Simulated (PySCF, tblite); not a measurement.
**C₄H₆BF: geometry, infrared bands, NMR shifts and spin-spin couplings**

What infrared bands, NMR shifts and spin-spin couplings should C₄H₆BF (`C#CCB(C)F`) show?

Programs: tblite 0.8.0 and PySCF 2.14.0, with density-fitted response routines of our own. Each step states its level of theory. These are calculated values for one molecule in the gas phase, unless marked as measured. Atoms count from 0, in the outputs and in this text.

### Step 1. Starting geometry

12 atoms, charge 0, multiplicity 1; geometry from: force field or distance geometry start.

Bonds of the start (Å): C0–C1 1.22, C1–C2 1.45, C2–B3 1.59, B3–C4 1.58, B3–F5 1.43, C0–H6 1.06, C2–H7 1.12, C2–H8 1.10, C4–H9 1.11, C4–H10 1.13, C4–H11 1.10.

### Step 2. Relaxing the molecule with GFN2-xTB

What the job is given:

```
{"job": {"kind": "relax", "xc": "GFN2-xTB", "basis": "xTB"}, "charge": 0, "multiplicity": 1}
C      2.246200    -1.182000    -0.240600
C      1.520100    -0.198000    -0.309800
C      0.663700     0.972200    -0.354900
B     -0.688700     0.725700     0.441900
C     -1.615800    -0.514700     0.138500
F     -0.994200     1.512000     1.593600
H      2.866800    -2.038800    -0.198000
H      0.392500     1.240800    -1.412100
H      1.150800     1.816400     0.150400
H     -2.428100    -0.158800    -0.520900
H     -1.036600    -1.323100    -0.390800
H     -2.075400    -0.852400     1.076700
```

The run is started by

```bash
OMP_NUM_THREADS=1 python probes_run.py task.json out
```

The driver reads the jobs from task.json and runs them one after another.

**Question.** This job is followed by: GFN2-xTB harmonic vibrations, gas phase; GIAO PBE0/pcSseg-1 NMR shielding, non-relativistic, gas phase; B3LYP/pcJ-1 indirect spin-spin coupling, non-relativistic, gas phase. What will the session give for the following? strongest single infrared mode (GFN2-xTB); zero-point energy (GFN2-xTB); 13C shifts against TMS (PBE0/pcSseg-1); 1H shifts against TMS (PBE0/pcSseg-1, means over atoms taken as alike); 11B shifts against BF3·OEt2 (PBE0/pcSseg-1); 19F shifts against CFCl3 (PBE0/pcSseg-1); surface potential, 1st and 99th percentile; largest coupling of the table (B3LYP/pcJ-1).

**Answer**, as computed:

| quantity | value |
| --- | --- |
| strongest single infrared mode (GFN2-xTB) | 1280 cm⁻¹, 309 km/mol |
| zero-point energy (GFN2-xTB) | 54.9 kcal/mol |
| 13C shifts against TMS (PBE0/pcSseg-1) | 87.0, 74.2, 14.3, 4.9 ppm |
| 1H shifts against TMS (PBE0/pcSseg-1, means over atoms taken as alike) | 2.01, 1.35, 0.86 ppm |
| 11B shifts against BF3·OEt2 (PBE0/pcSseg-1) | 60.4 ppm |
| 19F shifts against CFCl3 (PBE0/pcSseg-1) | -13.4 ppm |
| surface potential, 1st and 99th percentile | -0.85 V and 1.51 V |
| largest coupling of the table (B3LYP/pcJ-1) | 1J(C,H) C0–H6, 261.7 Hz |

What this shows: Over 92 steps the energy fell by 0.388 eV; of the close pairs, B3–F5 changed most, 1.428 to 1.327 Å. The lowest mode is imaginary (24i cm⁻¹), so the xTB geometry is not a minimum. The strongest single mode, at 1280 cm⁻¹, is spread over several atoms, B3, C2, H8, H7 among them. GFN2-xTB is a fitted tight-binding method: band positions and strengths are rough. Its intensities can rank the bands wrongly. At PBE0/pcSseg-1: Shielding is most anisotropic at F5 (span 464 ppm, paramagnetic term -281 ppm). By nearest atom (PBE0/pcSseg-1), the HOMO sits on C0 41 %; C1 31 % and the LUMO on B3 57 %; F5 11 %. Of the pairs tabulated at B3LYP/pcJ-1, C0–H6 couples most strongly (261.7 Hz; Fermi contact 262.2 Hz). Couplings across rotatable bonds belong to this one conformer; where others are populated, the observed values are averages.
